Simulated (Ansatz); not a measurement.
**CH6ClFSi2: up Jacob's ladder to CCSD(T)**

An exercise on one series of results from a longer session: the logs are not shown, and one member is left open.

The runs use Ansatz 0.2.0, Gaussian basis; functionals in def2-TZVPP, the program's frozen cores in correlated methods.

Plan: LDA (SPW92), PBE-D4, revPBE-D4, BLYP-D4, r2SCAN-D4, B97M-V, PBE0-D4, B3LYP-D4, r2SCANh-D4, r2SCAN0-D4, HSE06-D4, BHLYP-D4, CAM-B3LYP-D4, LC-ωPBE, ωB97X-V, ωB97M-V, B2PLYP, PBE-QIDH; CCSD(T)/def2-SVP; CCSD(T)/def2-TZVPP; MP2/def2-QZVPP; extrapolation to the limit; RPA on PBE.

### Structure used throughout

All runs share one geometry, relaxed beforehand with PBE0-D4 in a triple-zeta def2 set.

11 atoms, charge 0, spin multiplicity 1.

Atoms are counted from 1 here; the program's logs count them from 0.

Bond lengths: F1–Si2 1.602 Å, Si2–C3 1.857 Å, Si2–H6 1.483 Å, Si2–H7 1.483 Å, C3–Si4 1.860 Å, C3–H8 1.096 Å, C3–H9 1.096 Å, Si4–Cl5 2.058 Å, Si4–H10 1.482 Å, Si4–H11 1.482 Å. Angles: F1–Si2–C3 109.1°, F1–Si2–H6 107.5°, F1–Si2–H7 107.5°, C3–Si2–H6 111.2°, C3–Si2–H7 111.1°, H6–Si2–H7 110.3°, Si2–C3–Si4 116.0°, Si2–C3–H8 108.5°, Si2–C3–H9 108.5°, Si4–C3–H8 108.0°, Si4–C3–H9 108.1°, H8–C3–H9 107.4°, C3–Si4–Cl5 109.7°, C3–Si4–H10 111.1°, C3–Si4–H11 111.1°, Cl5–Si4–H10 107.4°, Cl5–Si4–H11 107.4°, H10–Si4–H11 109.9°.

The first run:

Input file in.yaml:

```yaml
crystal:
  periodic: [false, false, false]
  atoms:
    - {symbol: F, position_ang: [-2.790409, -0.889636, 0.264569]}
    - {symbol: Si, position_ang: [-1.446065, -0.535567, -0.530686]}
    - {symbol: C, position_ang: [-0.153592, 0.021346, 0.680737]}
    - {symbol: Si, position_ang: [1.500193, 0.473533, -0.040408]}
    - {symbol: Cl, position_ang: [2.776852, 1.058731, 1.464110]}
    - {symbol: H, position_ang: [-1.770733, 0.539855, -1.499048]}
    - {symbol: H, position_ang: [-1.015554, -1.760982, -1.246767]}
    - {symbol: H, position_ang: [0.003174, -0.778389, 1.413552]}
    - {symbol: H, position_ang: [-0.537587, 0.892653, 1.223357]}
    - {symbol: H, position_ang: [1.378683, 1.608335, -0.986057]}
    - {symbol: H, position_ang: [2.120338, -0.686879, -0.722760]}
basis:
  gaussian: {orbitals: def2-TZVPP}
hamiltonian: {xc: lda}
output: {orbitals: {seedname: orbitals}}
```

Started as:

```console
> ansatz run in.yaml --threads 4 --pin off --events-out ev --progress --plain --max-ram 10444MiB
```

Among the steps run: LDA; PBE-D4 (GGA); revPBE-D4 (GGA); BLYP-D4 (GGA); r2SCAN-D4 (meta-GGA); B97M-V (meta-GGA); B3LYP-D4 (hybrid); r2SCANh-D4 (hybrid); r2SCAN0-D4 (hybrid); HSE06-D4 (hybrid); BHLYP-D4 (hybrid); CAM-B3LYP-D4 (range-separated); LC-ωPBE (range-separated); ωB97X-V (range-separated); ωB97M-V (range-separated); B2PLYP (double hybrid); PBE-QIDH (double hybrid).

One table of the session follows, with a row left open; its other results are not shown here.

It belongs to the step «Frontier levels by functional». 

| functional | HOMO (eV) | gap (eV) |
| --- | --- | --- |
| LDA (SPW92) | -7.67 | 5.93 |
| PBE-D4 | -7.54 | 6.11 |
| revPBE-D4 | -7.49 | 6.20 |
| BLYP-D4 | -7.39 | 6.12 |
| r2SCAN-D4 | -7.88 | 6.80 |
| B97M-V | -8.02 | 6.80 |
| PBE0-D4 | -8.89 | 8.33 |
| B3LYP-D4 | -8.63 | 7.88 |
| r2SCANh-D4 | -8.37 | 7.59 |
| r2SCAN0-D4 | -9.11 | 8.75 |
| HSE06-D4 | -8.49 | 7.55 |
| BHLYP-D4 | ? | ? |
| CAM-B3LYP-D4 | -10.24 | 10.71 |
| LC-ωPBE | -11.63 | 13.26 |
| ωB97X-V | -11.26 | 12.76 |
| ωB97M-V | -11.10 | 12.32 |

Estimate the missing values for BHLYP-D4.

Worked estimate for «HOMO (eV)». Against the share of exact exchange, BLYP-D4 (0, -7.39), B3LYP-D4 (0.2, -8.63) give a slope of -6.20 per unit share; at 0.5 the line stands at -10.49.

The run gave: HOMO (eV): -10.12; gap (eV): 10.48. In «HOMO (eV)» the line misses by -0.37.
